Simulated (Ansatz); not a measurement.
# wB97M-V/def2-SVP run of AlGeH4Cl (SMILES [Cl][AlH][GeH3])

What is the energy change on altering one bond length of AlGeH4Cl at wB97M-V/def2-SVP? 

The calculation is run with Ansatz 0.2.0.

66 further runs of the same task are left out: 66 set aside as unsound or not needed. Runs told in other sessions of the task aren't counted.

### Step 1. Starting point

AlGeH4Cl: 7 atoms, total charge 0, spin state singlet. SMILES: `[Cl][AlH][GeH3]`. Geometry: relaxed at PBE0-D4/def2-TZVP.

Bond lengths: Cl1–Al2 2.102 Å, Al2–Ge3 2.467 Å, Al2–H4 1.580 Å, Ge3–H5 1.540 Å, Ge3–H6 1.540 Å, Ge3–H7 1.540 Å. Angles: Cl1–Al2–Ge3 116.8°, Cl1–Al2–H4 116.5°, Ge3–Al2–H4 126.7°, Al2–Ge3–H5 111.0°, Al2–Ge3–H6 111.0°, Al2–Ge3–H7 112.3°, H5–Ge3–H6 107.2°, H5–Ge3–H7 107.6°, H6–Ge3–H7 107.6°.

### Step 2. The energy at wB97M-V/def2-SVP

Contents of input.yaml:

```yaml
crystal:
  periodic: [false, false, false]
  atoms:
    - {symbol: Cl, position_ang: [-2.499300, -1.527200, -0.126900]}
    - {symbol: Al, position_ang: [-0.425400, -1.314700, 0.144500]}
    - {symbol: Ge, position_ang: [0.501100, 0.959800, -0.093300]}
    - {symbol: H, position_ang: [0.379500, -2.632000, 0.480000]}
    - {symbol: H, position_ang: [0.225700, 1.522500, -1.499900]}
    - {symbol: H, position_ang: [-0.144000, 1.926400, 0.916800]}
    - {symbol: H, position_ang: [2.023700, 0.997300, 0.133100]}
basis:
  gaussian: {orbitals: def2-SVP}
hamiltonian: {xc: {name: wB97M-V}}
accuracy: high
output: {orbitals: {seedname: orbitals}}
```

Launch:

```
$ ansatz run input.yaml --threads 1 --pin off --max-ram 2610MiB --events-out events.jsonl --progress --plain --runs-dir runs
```

Standard output:

```text
Warning: RAYON_NUM_THREADS=1 ignored (pool sized by the plan → 1); use --threads N
Functional definition: wB97M-V
  name "wB97M-V"
  parameter omega = 0.3/bohr
  parameter cx = 0.15
  parameter cx01 = 1.007
  parameter cx10 = 0.259
  parameter css00 = 0.443
  parameter css04 = -1.437
  parameter css10 = -4.535
  parameter css20 = -3.390
  parameter css43 = 4.278
  parameter cos00 = 1.000
  parameter cos10 = 1.358
  parameter cos20 = 2.924
  parameter cos21 = -8.812
  parameter cos60 = -1.390
  parameter cos61 = 9.142
  parameter b = 6.0
  parameter c = 0.01
  gx(w, u) = 1 - cx + cx01*u + cx10*w
  gss(w, u) = css00 + css04*u^4 + css10*w + css20*w^2 + css43*w^4*u^3
  gos(w, u) = cos00 + cos10*w + (cos20 + cos21*u)*w^2 + (cos60 + cos61*u)*w^6
  exchange = spin_sum(e_x_unif_sr(omega)*gx(b97_w, b97_u_x)) + cx*exact_x_sr(omega) + exact_x_lr(omega)
  correlation = spin_sum(e_c_pw_mod_same_spin*gss(b97_w, b97_u_same))
      + integral(e_c_pw_mod_opposite_spin*gos(b97_w_opposite, b97_u_opposite)) + vv10(b, c)
1768 factors; integrals over basis functions are off by at most 6.3e-9 eV
389 factors; integrals over basis functions are off by at most 2.4e-9 eV
mean field evaluation 1: about -75686.1315 eV, gradient 1.7e1 eV
mean field evaluation 2: about -75686.6428 eV, gradient 1.3e1 eV
mean field evaluation 4: about -75686.9082 eV, gradient 7.4e-1 eV
mean field evaluation 8: about -75686.9613 eV, gradient 3.1e-2 eV
mean field evaluation 16: about -75686.9613 eV, gradient 2.3e-5 eV
mean field -75686.96129303 eV, -2781.4445250540 hartree, gradient 9.0e-8 eV, S^2 0.000000; 0 other end points of the search recorded, 0 dependent functions left out
reference -75686.96129786 eV, -2781.4445252314 hartree; 33, 33 occupied and 55, 55 virtual orbitals, 1768 factors
Total energy: -75686.96129786 eV, -2781.4445252314 hartree
```

It took 86 s on 1 thread of Arm Neoverse V1, shared host; peak memory 0.61 GiB.

### Step 3. The distorted shape

Contents of in.yaml:

```yaml
crystal:
  periodic: [false, false, false]
  atoms:
    - {symbol: Cl, position_ang: [-2.638288, -1.868407, -0.091227]}
    - {symbol: Al, position_ang: [-0.564388, -1.655907, 0.180173]}
    - {symbol: Ge, position_ang: [0.501100, 0.959800, -0.093300]}
    - {symbol: H, position_ang: [0.240512, -2.973207, 0.515673]}
    - {symbol: H, position_ang: [0.225700, 1.522500, -1.499900]}
    - {symbol: H, position_ang: [-0.144000, 1.926400, 0.916800]}
    - {symbol: H, position_ang: [2.023700, 0.997300, 0.133100]}
basis:
  gaussian: {orbitals: def2-SVP}
hamiltonian: {xc: {name: wB97M-V}}
accuracy: high
output: {orbitals: {seedname: orbitals}}
```

Launch:

```
$ ansatz run in.yaml --threads 1 --pin off --max-ram 2610MiB --events-out events.jsonl --progress --plain --runs-dir runs
```

Standard output:

```text
Warning: RAYON_NUM_THREADS=1 ignored (pool sized by the plan → 1); use --threads N
[... 19 set-up lines as earlier in the session ...]
  gx(w, u) = 1 - cx + cx01*u + cx10*w
  gss(w, u) = css00 + css04*u^4 + css10*w + css20*w^2 + css43*w^4*u^3
  gos(w, u) = cos00 + cos10*w + (cos20 + cos21*u)*w^2 + (cos60 + cos61*u)*w^6
[... 2 set-up lines as earlier in the session ...]
      + integral(e_c_pw_mod_opposite_spin*gos(b97_w_opposite, b97_u_opposite)) + vv10(b, c)
1749 factors; integrals over basis functions are off by at most 6.3e-9 eV
398 factors; integrals over basis functions are off by at most 2.6e-9 eV
mean field evaluation 1: about -75685.6183 eV, gradient 1.8e1 eV
mean field evaluation 2: about -75686.1819 eV, gradient 1.3e1 eV
mean field evaluation 4: about -75686.4562 eV, gradient 7.4e-1 eV
mean field evaluation 8: about -75686.5082 eV, gradient 6.5e-3 eV
mean field evaluation 16: about -75686.5082 eV, gradient 4.4e-6 eV
mean field -75686.50819188 eV, -2781.4278738936 hartree, gradient 7.2e-8 eV, S^2 0.000000; 0 other end points of the search recorded, 0 dependent functions left out
reference -75686.50819684 eV, -2781.4278740759 hartree; 33, 33 occupied and 55, 55 virtual orbitals, 1749 factors
Total energy: -75686.50819684 eV, -2781.4278740759 hartree
```

Wall time 85 s (1 thread of Arm Neoverse V1, shared host); peak memory 0.6 GiB.

### Step 4. Results

At wB97M-V/def2-SVP:

| quantity | value |
| --- | --- |
| first shape: total energy | -2781.44453 Eh |
| first shape: HOMO energy | -9.71 eV |
| first shape: LUMO energy | -0.17 eV |
| first shape: HOMO–LUMO gap | 9.55 eV |
| distorted shape: total energy | -2781.42787 Eh |
| distorted shape: HOMO energy | -9.16 eV |
| distorted shape: LUMO energy | -0.16 eV |
| distorted shape: HOMO–LUMO gap | 9.00 eV |
| energy change with the Al2–Ge3 bond stretched from 2.467 to 2.838 Å | 0.453 eV |

With the Al2–Ge3 bond stretched from 2.467 to 2.838 Å the energy rises by 0.45 eV (10.4 kcal/mol). The first shape isn't relaxed at this level, so the change isn't measured from a minimum.
